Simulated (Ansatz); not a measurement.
# F2H7NSi: the cost of one run

The runs use Ansatz 0.2.0, Gaussian basis; PBE0-D4/def2-SVP.

28 further runs of the same task are left out: 28 set aside as unsound or not needed.

**1. The system as given**

The first end: 11 atoms, charge 0, spin multiplicity 1.

Atoms are counted from 1 here; the program's logs count them from 0.

Bond lengths: Si1–F2 1.631 Å, Si1–H3 1.477 Å, Si1–H4 1.477 Å, Si1–H5 1.491 Å, H6–N7 1.015 Å, N7–H10 1.014 Å, N7–H11 1.013 Å, H8–F9 0.935 Å. Angles: F2–Si1–H3 112.8°, F2–Si1–H4 112.9°, F2–Si1–H5 100.1°, H3–Si1–H4 115.7°, H3–Si1–H5 106.9°, H4–Si1–H5 106.8°, H6–N7–H10 106.9°, H6–N7–H11 108.1°, H10–N7–H11 107.3°.

As a file:

```
atom    x (Å)    y (Å)    z (Å)
 Si1  -0.9729  -0.5978  -0.9803
  F2   0.0185   0.6408  -1.3603
  H3  -0.2395  -1.8065  -0.5540
  H4  -2.0962  -0.1909  -0.1124
  H5  -1.5510  -0.8918  -2.3226
  H6   1.1361   0.2224   1.2679
  N7   0.1382   0.0528   1.3482
  H8   1.5252   1.1045  -0.7603
  F9   2.3145   1.2674  -0.2863
 H10  -0.2724   0.8921   1.7409
 H11  -0.0006  -0.6933   2.0192
```

The second end:

```xyz
11
charge 0, multiplicity 1
Si   -1.0592   -0.7722   -0.2505
F     1.4070    0.5624   -2.1028
H    -0.0884   -1.7327   -0.8125
H    -2.2637   -1.5006    0.2322
H    -1.4622    0.2794   -1.2057
H     0.9929    0.7952    0.6384
N    -0.2480    0.0462    1.1033
H     1.6835    0.9046   -1.2678
F     1.7967    1.2701    0.2840
H    -0.8314    0.7403    1.5585
H     0.0728   -0.5929    1.8229
```

**2. The band at PBE0-D4/def2-SVP**

Input file neb/in.yaml:

```yaml
crystal:
  periodic: [false, false, false]
  atoms:
    - {symbol: Si, position_ang: [-0.972888, -0.597793, -0.980347]}
    - {symbol: F, position_ang: [0.018466, 0.640777, -1.360276]}
    - {symbol: H, position_ang: [-0.239494, -1.806539, -0.553983]}
    - {symbol: H, position_ang: [-2.096219, -0.190852, -0.112413]}
    - {symbol: H, position_ang: [-1.550996, -0.891846, -2.322574]}
    - {symbol: H, position_ang: [1.136130, 0.222446, 1.267874]}
    - {symbol: N, position_ang: [0.138240, 0.052840, 1.348245]}
    - {symbol: H, position_ang: [1.525163, 1.104454, -0.760300]}
    - {symbol: F, position_ang: [2.314482, 1.267433, -0.286257]}
    - {symbol: H, position_ang: [-0.272368, 0.892144, 1.740872]}
    - {symbol: H, position_ang: [-0.000617, -0.693263, 2.019159]}
basis:
  gaussian: {orbitals: def2-SVP}
hamiltonian: {xc: pbe0, dispersion: d4}
neb:
  images: 5
  climbing: true
  max_iterations: 40
  initial_path: idpp
  final_atoms:
    - {symbol: Si, position_ang: [-1.059214, -0.772217, -0.250519]}
    - {symbol: F, position_ang: [1.406997, 0.562387, -2.102849]}
    - {symbol: H, position_ang: [-0.088361, -1.732654, -0.812486]}
    - {symbol: H, position_ang: [-2.263672, -1.500570, 0.232244]}
    - {symbol: H, position_ang: [-1.462248, 0.279358, -1.205698]}
    - {symbol: H, position_ang: [0.992895, 0.795166, 0.638412]}
    - {symbol: N, position_ang: [-0.248035, 0.046250, 1.103280]}
    - {symbol: H, position_ang: [1.683468, 0.904556, -1.267770]}
    - {symbol: F, position_ang: [1.796707, 1.270100, 0.283957]}
    - {symbol: H, position_ang: [-0.831420, 0.740326, 1.558507]}
    - {symbol: H, position_ang: [0.072783, -0.592900, 1.822920]}
```

Run with:

```
$ ansatz run in.yaml --threads 4 --pin off --events-out ev --progress --plain --max-ram 9574MiB
```

**Question.** How long does this run take on 4 threads of AMD EPYC 9R14, shared host?

About 2.5 min.
